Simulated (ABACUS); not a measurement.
# HfIn4SiO6 (P312) in ABACUS: single point with PBEsol

Aim: the single point of HfIn4SiO6 with PBEsol.

All numbers are computed with ABACUS 3.10.1; they aren't measurements. Logs are shortened: lines on timing, memory, paths and dates and some standing lists are left out, and cuts for length are marked.

## Step 1: The structure

It takes space group P312 (No. 149, trigonal). The conventional cell has a = 5.277 Å, b = 5.277 Å, c = 10.559 Å, α = 90.00°, β = 90.00°, γ = 120.00°. Hf (site symmetry 32) has 6 O at 2.10 Å as nearest neighbours. In (site symmetry 3) has 3 O at 2.62 Å as nearest neighbours. In (site symmetry 3) has 3 O at 2.32 Å as nearest neighbours. Around Si (site symmetry 32) lie 6 O at 1.83 Å. Around O (site symmetry 1) lie 1 Si at 1.83 Å and 1 Hf at 2.10 Å.

The cell was built by a generator and needn't be a form met in nature.

## Step 2: Single point, PBEsol

run_abacus.py reads:

```python
"""ABACUS run from a structure file: ASE reads it, the script writes STRU, KPT and INPUT."""
import re
import subprocess
from ase.io import read
from ase.units import Bohr

atoms = read("POSCAR")
atoms = atoms[(-atoms.numbers).argsort(kind="stable")]  # ABACUS lists atoms element by element
pseudo = {'Hf': 'Hf.upf', 'In': 'In.upf', 'Si': 'Si.upf', 'O': 'O.upf'}
orbital = {}
magmoms = None
kmesh = [4, 4, 2]
params = {
    'suffix': 'HfIn4SiO6',
    'calculation': 'scf',
    'basis_type': 'pw',
    'pseudo_dir': './',
    'symmetry': 1,
    'dft_functional': 'pbesol',
    'ecutwfc': 84,
    'pseudo_rcut': 7,
    'nspin': 1,
    'nbands': 69,
    'ks_solver': 'dav',
    'smearing_method': 'fd',
    'smearing_sigma': 0.00367493,
    'scf_thr': 1e-08,
    'scf_nmax': 100,
    'mixing_type': 'broyden',
    'mixing_beta': 0.7,
    'cal_force': 1,
    'cal_stress': 1,
    'out_chg': 1,
    'out_pot': 2,
    'out_elf': 1,
}

symbols = atoms.get_chemical_symbols()
elements = list(dict.fromkeys(symbols))
lines = ["ATOMIC_SPECIES"] + [f"{e} {atoms.get_masses()[symbols.index(e)]:.4f} {pseudo[e]}" for e in elements]
if orbital:
    lines += ["", "NUMERICAL_ORBITAL"] + [orbital[e] for e in elements]
lines += ["", "LATTICE_CONSTANT", f"{1 / Bohr:.10f}", "", "LATTICE_VECTORS"]
lines += [" ".join(f"{x:.10f}" for x in v) for v in atoms.cell]
lines += ["", "ATOMIC_POSITIONS", "Direct"]
for e in elements:
    lines += ["", e, "0.0", str(symbols.count(e))]
    for i, p in enumerate(atoms.get_scaled_positions(wrap=False)):
        if symbols[i] == e:
            mag = "" if magmoms is None else " mag " + " ".join(str(x) for x in (magmoms[i] if isinstance(magmoms[i], list) else [magmoms[i]]))
            lines.append(" ".join(f"{x:.10f}" for x in p) + " 1 1 1" + mag)
open("STRU", "w").write("\n".join(lines) + "\n")
open("KPT", "w").write("K_POINTS\n0\nGamma\n%d %d %d 0 0 0\n" % tuple(kmesh))
open("INPUT", "w").write("INPUT_PARAMETERS\n" + "".join(f"{k:<20s}{v}\n" for k, v in params.items()))

done = subprocess.run(['mpirun', '-np', '4', 'abacus'])
if done.returncode:
    raise SystemExit(done.returncode)
log = open("OUT.HfIn4SiO6/running_scf.log").read()
print("final energy (eV):", re.findall(r"FINAL_ETOT_IS (\S+)", log))
```

POSCAR reads:

```
HfIn4SiO6
1.0
    5.2774300000      0.0000000000      0.0000000000
   -2.6387200000      4.5703900000      0.0000000000
    0.0000000000      0.0000000000     10.5590500000
Hf In Si O
1 4 1 6
Direct
    0.6666700000      0.3333300000      0.0000000000
    0.0000000000      0.0000000000      0.3044600000
    0.0000000000      0.0000000000      0.6955400000
    0.3333300000      0.6666700000      0.7891900000
    0.3333300000      0.6666700000      0.2108100000
    0.0000000000      0.0000000000      0.0000000000
    0.9730000000      0.7049600000      0.8997200000
    0.2950400000      0.0270000000      0.1002800000
    0.2950400000      0.2680400000      0.8997200000
    0.7319600000      0.7049600000      0.1002800000
    0.7319600000      0.0270000000      0.8997200000
    0.9730000000      0.2680400000      0.1002800000
```

Potentials or basis: PseudoDojo NC SR 0.5 PBE standard, plane waves.

Run with:

```sh
$ OMP_NUM_THREADS=1 python run_abacus.py > log
```

running log:

```text
ABACUS v3.10.1

               Atomic-orbital Based Ab-initio Computation at UStc

 ------------------------------------------------------------------------------------

 READING GENERAL INFORMATION
                           global_out_dir = OUT.HfIn4SiO6/
                           global_in_card = INPUT
                               pseudo_dir = ./
                              orbital_dir =
                                    DSIZE = 4
                                    GSIZE = 1

 READING UNITCELL INFORMATION
                                    ntype = 4
                  lattice constant (Bohr) = 1.88973
              lattice constant (Angstrom) = 1

 READING ATOM TYPE 1
                               atom label = Hf
                      L=0, number of zeta = 1
                      L=1, number of zeta = 1
                      L=2, number of zeta = 1
             number of atom for this type = 1

 READING ATOM TYPE 2
                               atom label = In
                      L=0, number of zeta = 1
                      L=1, number of zeta = 1
                      L=2, number of zeta = 1
             number of atom for this type = 4

 READING ATOM TYPE 3
                               atom label = Si
                      L=0, number of zeta = 1
                      L=1, number of zeta = 1
                      L=2, number of zeta = 1
             number of atom for this type = 1

 READING ATOM TYPE 4
                               atom label = O
                      L=0, number of zeta = 1
                      L=1, number of zeta = 1
                      L=2, number of zeta = 1
             number of atom for this type = 6

                        TOTAL ATOM NUMBER = 12
DIRECT COORDINATES
    atom                   x                   y                   z     mag                  vx                  vy                  vz
taud_Hf1            0.6666700000        0.3333300000        0.0000000000  0.0000        0.0000000000        0.0000000000        0.0000000000
taud_In1            0.0000000000        0.0000000000        0.3044600000  0.0000        0.0000000000        0.0000000000        0.0000000000
taud_In2            0.0000000000        0.0000000000        0.6955400000  0.0000        0.0000000000        0.0000000000        0.0000000000
taud_In3            0.3333300000        0.6666700000        0.7891900000  0.0000        0.0000000000        0.0000000000        0.0000000000
taud_In4            0.3333300000        0.6666700000        0.2108100000  0.0000        0.0000000000        0.0000000000        0.0000000000
taud_Si1            0.0000000000        0.0000000000        0.0000000000  0.0000        0.0000000000        0.0000000000        0.0000000000
taud_O1            0.9730000000        0.7049600000        0.8997200000  0.0000        0.0000000000        0.0000000000        0.0000000000
taud_O2            0.2950400000        0.0270000000        0.1002800000  0.0000        0.0000000000        0.0000000000        0.0000000000
taud_O3            0.2950400000        0.2680400000        0.8997200000  0.0000        0.0000000000        0.0000000000        0.0000000000
taud_O4            0.7319600000        0.7049600000        0.1002800000  0.0000        0.0000000000        0.0000000000        0.0000000000
taud_O5            0.7319600000        0.0270000000        0.8997200000  0.0000        0.0000000000        0.0000000000        0.0000000000
taud_O6            0.9730000000        0.2680400000        0.1002800000  0.0000        0.0000000000        0.0000000000        0.0000000000

                          Volume (Bohr^3) = 1718.69
                             Volume (A^3) = 254.683

 Lattice vectors: (Cartesian coordinate: in unit of a_0)
             +5.27743                  +0                  +0
             -2.63872            +4.57039                  +0
                   +0                  +0             +10.559
 Reciprocal vectors: (Cartesian coordinate: in unit of 2 pi/a_0)
            +0.189486             +0.1094                  -0
                   -0             +0.2188                  -0
                   +0                  -0          +0.0947055
 The esolver type has been set to : ksdft_pw

                PAO radial cut off (Bohr) = 7

 Read in pseudopotential file is Hf.upf
                     pseudopotential type = NC
          exchange-correlation functional = PBE
                 nonlocal core correction = 1
                        valence electrons = 12
                                     lmax = 3
                           number of zeta = 4
                     number of projectors = 8
                           L of projector = 0
                           L of projector = 0
                           L of projector = 1
                           L of projector = 1
                           L of projector = 2
                           L of projector = 2
                           L of projector = 3
                           L of projector = 3
 XC functional updated to : pbesol
          exchange-correlation functional = PBESOL
                PAO radial cut off (Bohr) = 7

 Read in pseudopotential file is In.upf
                     pseudopotential type = NC
          exchange-correlation functional = PBE
                 nonlocal core correction = 1
                        valence electrons = 13
                                     lmax = 2
                           number of zeta = 3
                     number of projectors = 6
[... 172 lines left out ...]
[... K-POINTS CARTESIAN COORDINATES: 20 rows ...]

[... K-POINTS DIRECT COORDINATES: 20 rows ...]

 SETUP PLANE WAVES FOR WAVE FUNCTIONS
     energy cutoff for wavefunc (unit:Ry) = 84
              fft grid for wave functions = [ 60, 60, 120 ]
                    number of plane waves = 27483
                         number of sticks = 661

 PARALLEL PW FOR WAVE FUNCTIONS
     PROC   COLUMNS(POT)             PW
        1            164           6870
        2            166           6872
        3            165           6869
        4            166           6872
 --------------- sum -------------------
        4            661          27483

 SETUP NONLOCAL PSEUDOPOTENTIALS IN PLANE WAVE BASIS
 Hf non-local projectors:
 projector 1 L=0
 projector 2 L=0
 projector 3 L=1
 projector 4 L=1
 projector 5 L=2
 projector 6 L=2
 projector 7 L=3
 projector 8 L=3
 In non-local projectors:
 projector 1 L=0
 projector 2 L=0
 projector 3 L=1
 projector 4 L=1
 projector 5 L=2
 projector 6 L=2
 Si non-local projectors:
 projector 1 L=0
 projector 2 L=0
 projector 3 L=1
 projector 4 L=1
 projector 5 L=2
 projector 6 L=2
 O non-local projectors:
 projector 1 L=0
 projector 2 L=0
 projector 3 L=1
 projector 4 L=1
 projector 5 L=2
      TOTAL NUMBER OF NONLOCAL PROJECTORS = 200

 Init Non-Local PseudoPotential table :
 Init Non-Local-Pseudopotential done.

                                     npwx = 5608

 Make real space PAO into reciprocal space.
       max mesh points in Pseudopotential = 701
     dq(describe PAO in reciprocal space) = 0.01
                                    max q = 1104

 number of pseudo atomic orbitals for Hf is 4
WARNING: norm of atomic wavefunction # 3 of atomic type Hf is 0.996017, renormalized
WARNING: norm of atomic wavefunction # 4 of atomic type Hf is 0.993003, renormalized

 number of pseudo atomic orbitals for In is 3
WARNING: norm of atomic wavefunction # 2 of atomic type In is 0.999278, renormalized
WARNING: norm of atomic wavefunction # 3 of atomic type In is 0.978005, renormalized
[... 5 lines left out ...]
 number of pseudo atomic orbitals for O is 2
WARNING: norm of atomic wavefunction # 2 of atomic type O is 0.999977, renormalized

 -------------------------------------------
 SELF-CONSISTENT
 -------------------------------------------
                                 init_chg = atomic

 PW ALGORITHM --------------- ION=   1  ELEC=   1--------------------------------

 Density error is 3.01152993722
                          Error Threshold = 0.01
----------------------------------------------------------
     Energy           Rydberg                 eV
----------------------------------------------------------
 E_KohnSham     -848.4013779206      -11543.0929307709
 E_Harris       -820.6752537284      -11165.8596583026
 E_Fermi        0.4907961939         6.6776247933
----------------------------------------------------------
[... 123 lines left out ...]
 Density error is 1.73849090343e-09
                          Error Threshold = 4.01921174181e-11
----------------------------------------------------------
     Energy           Rydberg                 eV
----------------------------------------------------------
 E_KohnSham     -849.5501608211      -11558.7229239831
 E_KS(sigma->0) -849.5500562819      -11558.7215016551
 E_Harris       -849.5499365373      -11558.7198724451
 E_band         -47.7074669536       -649.0933877155
 E_one_elec     -783.4519936176      -10659.4112226597
 E_Hartree      452.6305235530       6158.3542090436
 E_xc           -239.6166161918      -3260.1513156874
 E_Ewald        -279.1118654863      -3797.5117500237
 E_entropy(-TS) -0.0002090783        -0.0028446560
 E_descf        0.0000000000         0.0000000000
 E_exx          0.0000000000         0.0000000000
 E_Fermi        0.4936368123         6.7162733895
----------------------------------------------------------

 charge density convergence is achieved
 final etot is -11558.722924 eV
 EFERMI = 6.7162733895 eV
The vacuum level is 10.037313852 eV

 STATE ENERGY(eV) AND OCCUPATIONS    NSPIN == 1
 1/20 kpoint (Cartesian) = 0.0000 0.0000 0.0000 (5606 pws)
       1       -55.8868      0.0625000
       2       -24.7623      0.0625000
       3       -24.7622      0.0625000
       4       -24.7478      0.0625000
       5       -14.2695      0.0625000
       6       -12.5526      0.0625000
[... 416 lines left out ...]
      68        13.2547    2.01804e-58
      69        13.6854    3.66420e-62

[... levels at 14 further k points ...]

------------------------------------------------------------------------------------------
 TOTAL-FORCE (eV/Angstrom)
------------------------------------------------------------------------------------------
                       Hf1        -0.0006118249         0.0001704821        -0.0001553926
                       In1        -0.0004682859         0.0001480343        -0.2993531634
                       In2        -0.0003143950         0.0005029967         0.2996253032
                       In3         0.0010749658        -0.0000400280         0.2631691018
                       In4         0.0002943143        -0.0006776095        -0.2632615276
                       Si1         0.0000650649        -0.0000141084        -0.0000508948
                        O1        -0.0665318409        -0.0955544782         0.1196903590
                        O2         0.0495289536         0.1053804634        -0.1196389969
                        O3         0.1159261326        -0.0097670255         0.1194983268
                        O4         0.0663881055        -0.0955676982        -0.1194893249
                        O5        -0.0495173979         0.1051903502         0.1194076055
                        O6        -0.1158337920        -0.0097713790        -0.1194413960
------------------------------------------------------------------------------------------

----------------------------------------------------------------
 TOTAL-STRESS (KBAR)
----------------------------------------------------------------
       -31.1983456713        -0.0010422703         0.0008282995
        -0.0010422703       -31.2010642780         0.0008467018
         0.0008282995         0.0008467018       -27.6162132972
----------------------------------------------------------------
 TOTAL-PRESSURE: -30.005208 KBAR

 --------------------------------------------
 !FINAL_ETOT_IS -11558.7229239831121959 eV
 --------------------------------------------
```

It took 2.5 min on 4 MPI ranks of AMD EPYC 9R45 (Zen 5), shared host; peak memory 1.2 GiB.

What came out:

| Property | Result |
| --- | --- |
| Free energy | -11558.7229 eV |
| Pressure | -3.0 GPa |
| Largest force | 0.300 eV/Å |
| Band gap on the k mesh | 0.34 eV, indirect (least direct gap 1.66 eV) |

Forces on the atoms (eV/Å):
```
Hf  -0.001  0.000  0.000
In   0.000  0.000 -0.299
In   0.000  0.001  0.300
In   0.001  0.000  0.263
In   0.000 -0.001 -0.263
Si   0.000  0.000  0.000
O   -0.067 -0.096  0.120
O    0.050  0.105 -0.120
O    0.116 -0.010  0.119
O    0.066 -0.096 -0.119
O   -0.050  0.105  0.119
O   -0.116 -0.010 -0.119
```

Caveat: there are fewer bands than atomic start orbitals, so a level may be missed at k points of high symmetry; the potentials were made for another functional, which shifts forces and pressure; spin-orbit coupling is left out, which moves the levels of the heavy elements.
